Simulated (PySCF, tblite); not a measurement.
# C7H8O: geometry, infrared bands and NMR shifts

Wanted: the infrared bands and NMR shifts of C7H8O (`C=CC1C=COC=C1`), by calculation.

Programs: tblite 0.8.0 and PySCF 2.14.0, with density-fitted response routines of our own. Each step states its level of theory. These are calculated values for one molecule in the gas phase, unless marked as measured. Atoms are numbered from 0 throughout.

## Step 1: The molecule as given

16 atoms, charge 0, multiplicity 1; geometry from: force field or distance geometry start.

Bonds of the start (Å): C0–C1 1.35, C1–C2 1.49, C2–C3 1.51, C3–C4 1.34, C4–O5 1.38, O5–C6 1.38, C6–C7 1.34, C7–C2 1.50, C0–H8 1.08, C0–H9 1.08, C1–H10 1.10, C2–H11 1.09, C3–H12 1.09, C4–H13 1.07, C6–H14 1.08, C7–H15 1.08.

## Step 2: Geometry optimisation with GFN2-xTB

The job: settings as JSON, then the geometry in Å.

```
{"job": {"kind": "relax", "xc": "GFN2-xTB", "basis": "xTB"}, "charge": 0, "multiplicity": 1}
C      2.675200    -0.380300     0.333300
C      1.339300    -0.428500     0.537400
C      0.313100     0.196100    -0.340100
C     -0.477700     1.245500     0.413600
C     -1.809000     1.154600     0.561800
O     -2.579100     0.143800     0.014400
C     -1.928100    -0.825700    -0.718600
C     -0.598300    -0.853200    -0.913600
H      3.363300    -0.861000     1.020700
H      3.082800     0.142200    -0.516000
H      0.973700    -0.971100     1.419300
H      0.789200     0.704800    -1.183200
H      0.059200     2.069700     0.873500
H     -2.415200     1.868400     1.086600
H     -2.631300    -1.548200    -1.099200
H     -0.164800    -1.648300    -1.501300
```

On the command line:

```sh
$ OMP_NUM_THREADS=1 python probes_run.py task.json out
```

The driver reads the jobs from task.json and runs them one after another.

**Question.** This job is followed by: GFN2-xTB harmonic vibrations, gas phase; GIAO PBE0/pcSseg-1 NMR shielding, non-relativistic, gas phase. Predict these results of the whole session: strongest single infrared mode (GFN2-xTB); zero-point energy (GFN2-xTB); ¹³C shifts against TMS (PBE0/pcSseg-1, means over atoms taken as alike); ¹H shifts against TMS (PBE0/pcSseg-1, means over atoms taken as alike); ¹⁷O shifts against H2O (PBE0/pcSseg-1).

**Answer**, as computed:

| quantity | value |
| --- | --- |
| strongest single infrared mode (GFN2-xTB) | 1732 cm⁻¹, 94 km/mol |
| zero-point energy (GFN2-xTB) | 80.0 kcal/mol |
| ¹³C shifts against TMS (PBE0/pcSseg-1, means over atoms taken as alike) | 153.7, 147.5, 116.7, 110.4, 42.3 ppm |
| ¹H shifts against TMS (PBE0/pcSseg-1, means over atoms taken as alike) | 6.46, 6.11, 5.22, 4.98, 4.80, 3.48 ppm |
| ¹⁷O shifts against H2O (PBE0/pcSseg-1) | 169.5 ppm |

The optimisation took 51 steps and gained 0.121 eV; among the close pairs (by a distance rule), C0–C1 changed most, from 1.352 to 1.319 Å. All 42 modes are real, so the xTB geometry is a minimum. The strongest single mode, at 1732 cm⁻¹, has its largest shares on C7, C6, C3 and C4 (the list is cut at 4 atoms). Unscaled tight-binding wavenumbers are off by several per cent, some by more. Its intensities can rank the bands wrongly. At PBE0/pcSseg-1: The widest tensor belongs to O5: span 300 ppm, with a paramagnetic part of -229 ppm.
